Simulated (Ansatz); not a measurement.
**C₂H₄OSn: a ladder of functionals and wavefunction methods**

How much do the methods differ for C₂H₄OSn? The plan is to run it at one geometry with functionals of several rungs and with coupled cluster, and see how far each lands from CCSD(T) at the basis-set limit for the atomisation energy.

Program: Ansatz 0.2.0, Gaussian basis. Level of theory: functionals in def2-TZVPP, the program's frozen cores in correlated methods. These are calculated values, not measurements.

Levels to be run: LDA (SPW92), PBE-D4, revPBE-D4, BLYP-D4, r2SCAN-D4, B97M-V, PBE0-D4, B3LYP-D4, r2SCANh-D4, r2SCAN0-D4, HSE06-D4, BHLYP-D4, CAM-B3LYP-D4, LC-ωPBE, ωB97X-V, ωB97M-V, B2PLYP, PBE-QIDH; CCSD(T)/def2-SVP; CCSD(T)/def2-TZVPP; MP2/def2-QZVPP; extrapolation to the limit; RPA on PBE.

### Step 1. Structure used throughout

All runs share one geometry, relaxed beforehand with PBE0-D4 in a triple-zeta def2 set. Sn takes the def2 core potential; no spin-orbit term is included.

8 atoms, charge 0, spin multiplicity 1.

Atoms are counted from 1 here; the program's logs count them from 0.

Bond lengths: Sn1–C2 2.100 Å, Sn1–H5 1.704 Å, Sn1–H6 1.703 Å, Sn1–H7 1.699 Å, C2–C3 1.314 Å, C2–O4 1.829 Å, C3–O4 1.296 Å, C3–H8 1.087 Å. Angles: C2–Sn1–H5 105.6°, C2–Sn1–H6 108.4°, C2–Sn1–H7 107.9°, H5–Sn1–H6 112.2°, H5–Sn1–H7 110.9°, H6–Sn1–H7 111.5°, Sn1–C2–C3 143.4°, Sn1–C2–O4 115.8°, C3–C2–O4 45.1°, C2–C3–O4 89.0°, C2–C3–H8 142.2°, O4–C3–H8 128.6°, C2–O4–C3 45.9°.

### Step 2. LDA

This LDA is Slater exchange with PW92 correlation.

in.yaml

```yaml
crystal:
  periodic: [false, false, false]
  atoms:
    - {symbol: Sn, position_ang: [-0.372550, 1.212864, -0.526741]}
    - {symbol: C, position_ang: [0.391526, -0.726756, -0.272402]}
    - {symbol: C, position_ang: [0.432877, -1.744131, 0.557840]}
    - {symbol: O, position_ang: [1.212991, -1.053745, 1.329159]}
    - {symbol: H, position_ang: [-1.574383, 1.079045, -1.726589]}
    - {symbol: H, position_ang: [-1.006743, 1.739545, 0.963594]}
    - {symbol: H, position_ang: [0.898973, 2.211390, -1.049916]}
    - {symbol: H, position_ang: [0.109509, -2.775411, 0.669155]}
basis:
  gaussian: {orbitals: def2-TZVPP}
hamiltonian: {xc: lda}
output: {orbitals: {seedname: orbitals}}
```

Started as:

```sh
> ansatz run in.yaml --threads 2 --pin off --events-out ev --progress --plain --max-ram 4352MiB
```

Further steps of the session: PBE-D4 (GGA); revPBE-D4 (GGA); BLYP-D4 (GGA); r2SCAN-D4 (meta-GGA); B97M-V (meta-GGA); PBE0-D4 (hybrid); B3LYP-D4 (hybrid); r2SCANh-D4 (hybrid); r2SCAN0-D4 (hybrid); HSE06-D4 (hybrid); BHLYP-D4 (hybrid); CAM-B3LYP-D4 (range-separated); LC-ωPBE (range-separated); ωB97X-V (range-separated); ωB97M-V (range-separated); B2PLYP (double hybrid); PBE-QIDH (double hybrid); CCSD(T) in def2-SVP; CCSD(T) in def2-TZVPP; MP2 in def2-QZVPP; RPA on PBE orbitals.

Q: Predict the results of all the runs planned. Wanted: atomisation energy, CCSD(T)/CBS; farthest beyond LDA; mean size of error, GGA; mean size of error, meta-GGA; mean size of error, hybrid; mean size of error, range-separated; mean size of error, double hybrid; gap, smallest and largest; T1 diagnostic.

As calculated:

| quantity | value |
| --- | --- |
| atomisation energy, CCSD(T)/CBS | 612.0 kcal/mol |
| functionals within 6.1 kcal/mol (1.0 %) | revPBE-D4, BLYP-D4, r2SCAN-D4, PBE0-D4, B3LYP-D4, HSE06-D4, CAM-B3LYP-D4, ωB97X-V, ωB97M-V |
| farthest beyond LDA | BHLYP-D4 (-37.6 kcal/mol) |
| mean size of error, GGA | 8.8 kcal/mol |
| mean size of error, meta-GGA | 4.7 kcal/mol |
| mean size of error, hybrid | 12.8 kcal/mol |
| mean size of error, range-separated | 4.5 kcal/mol |
| mean size of error, double hybrid | 11.3 kcal/mol |
| gap, smallest and largest | 2.16 eV (LDA (SPW92)), 9.64 eV (LC-ωPBE) |
| T1 diagnostic | 0.0255 |
| triples share of the correlation energy | 4.5 % |

**Reading.** LDA overbinds by 113.8 kcal/mol (19 %). PBE-D4 misses by +21.2 kcal/mol. Double hybrids carry the basis error of their MP2 part in triple zeta, and no dispersion term here, so their miss is partly the set-up's. The rungs range-separated, meta-GGA miss on average by less than the doubt on the reference (6.1 kcal/mol), so they tie. The reference freezes the cores and leaves out spin-orbit coupling and excitations past (T), and its outer-core shells are covered unevenly, so misses under about 6.1 kcal/mol can't be ranked. All levels share the lack of spin-orbit coupling, which lowers the free heavy atoms and so the true binding. Hartree-Fock recovers 63 % of the binding; the rest is correlation. CCSD(T) in def2-SVP is off by -42.9 kcal/mol, more than most functionals: a good method in a small basis is no reference. Orbital gaps span 2.2 to 9.6 eV; exact exchange widens them. The T1 diagnostic, 0.026, is a little above the customary 0.02. The restricted reference is unstable towards a spin-broken one. Correlated methods include outer-core shells of Sn, which these sets cover unevenly.
